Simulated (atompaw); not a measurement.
**A PAW (atompaw) potential for Ta, from input to tests**

Do these settings give a usable potential? It is generated, then checked for scattering, ghosts and hardness.

Program: atompaw 4.2.0.5. Reference atom: PBE, scalar-relativistic, spherical and spin-unpolarised. All values are calculated.

## Step 1: The design

The settings as typed:

| Quantity | Value |
| --- | --- |
| element | tantalum (Ta, Z = 73) |
| type | PAW |
| frozen core | [Xe] 4f14 |
| valence charge | 5 |
| reference configuration | 5d3 6s1 6p1 |
| partial waves | 6s (bound): rc 3.00 bohr; 6s channel at 0.8 Ry: rc 3.00 bohr; 6p (bound): rc 3.00 bohr; 6p channel at 0.3 Ry: rc 3.00 bohr; 5d (bound): rc 1.95 bohr; 5d channel at 2 Ry: rc 3.00 bohr |
| local potential | troulliermartins scheme with l = 3 at -0.5 Ry, radius 2.60 bohr |
| core correction | smooth core density matched at 2.80 bohr |
| augmentation charge | sinc compensation charge, radius 3.00 bohr; PAW radius 3.00 bohr; waves and projectors: custom rrkj gramschmidtortho |

The outer shells as boxes (Hund's rule for the drawing; the calculation is spin-unpolarised):

```
[Xe] core
4f [↑↓][↑↓][↑↓][↑↓][↑↓][↑↓][↑↓]
5d [↑ ][↑ ][↑ ][  ][  ]
6s [↑ ]
6p [↑ ][  ][  ]
```

An earlier all-electron run gives the scale for the radii.

All-electron outer shells of the reference configuration (PBE, scalar-relativistic, ld1.x):

```tsv
shell	level (eV)	outermost node (bohr)	outermost maximum (bohr)
5p	-40.93	0.58	1.13
4f	-26.23	–	0.44
6s	-6.41	1.32	2.74
5d	-4.89	0.65	1.56
6p	-2.10	1.59	3.75
```

## Step 2: Generating the potential

Ta.input reads:

```
Ta 73
GGA-PBE scalarrelativistic loggrid 2001 logderivrange -2 5 176
6 6 5 4 0 0
6 0 1
6 1 1
5 2 3
0 0 0
c
c
c
c
c
v
c
c
c
c
v
c
c
v
c
2
3.00 3.00 2.60 2.80
y
0.8
n
y
0.3
n
y
2
n
custom rrkj gramschmidtortho sinc
3 -0.5 troulliermartins
3.00
3.00
3.00
3.00
1.95
3.00
PWSCFOUT
UPFDX 0.0125d0 UPFXMIN -7.d0 UPFZMESH 73.d0
END
```

Started as:

```sh
$ atompaw < Ta.input > Ta.log
```

Before running it: what results should come out? Wanted: cutoffs for 10 and 1 mRy, occupied levels; bound ghosts; largest phase difference near zero energy, channels read; lowest eigenvalue of the overlap; share of valence orbitals outside the PAW sphere; UPF file.

As calculated:

| quantity | value |
| --- | --- |
| cutoffs for 10 and 1 mRy, occupied levels | 25 Ry and 30 Ry |
| bound ghosts | s at -76.40 eV, p at -25.87 eV |
| largest phase difference near zero energy, channels read | 0.009 rad |
| lowest eigenvalue of the overlap (Bessel basis) | 0.213 (s) |
| share of valence orbitals outside the PAW sphere | 6s 52 %, 6p 84 %, 5d 18 % |
| UPF file | written |

What this shows: It has a bound ghost (s, p), a state that the atom doesn't have, and that rules the file out. Close by lies the frozen 5s level (-74.5 eV). The potential is soft on the atom at that tolerance: the looser tolerance needs 25 Ry. The slowest occupied level is 5d: taken alone it needs 30 Ry to come within 1 mRy, against 6 Ry or less for 6s. Near zero energy the phases of the channels with partial waves that could be evaluated agree within 0.009 rad. All of this concerns the isolated atom, not yet a solid.
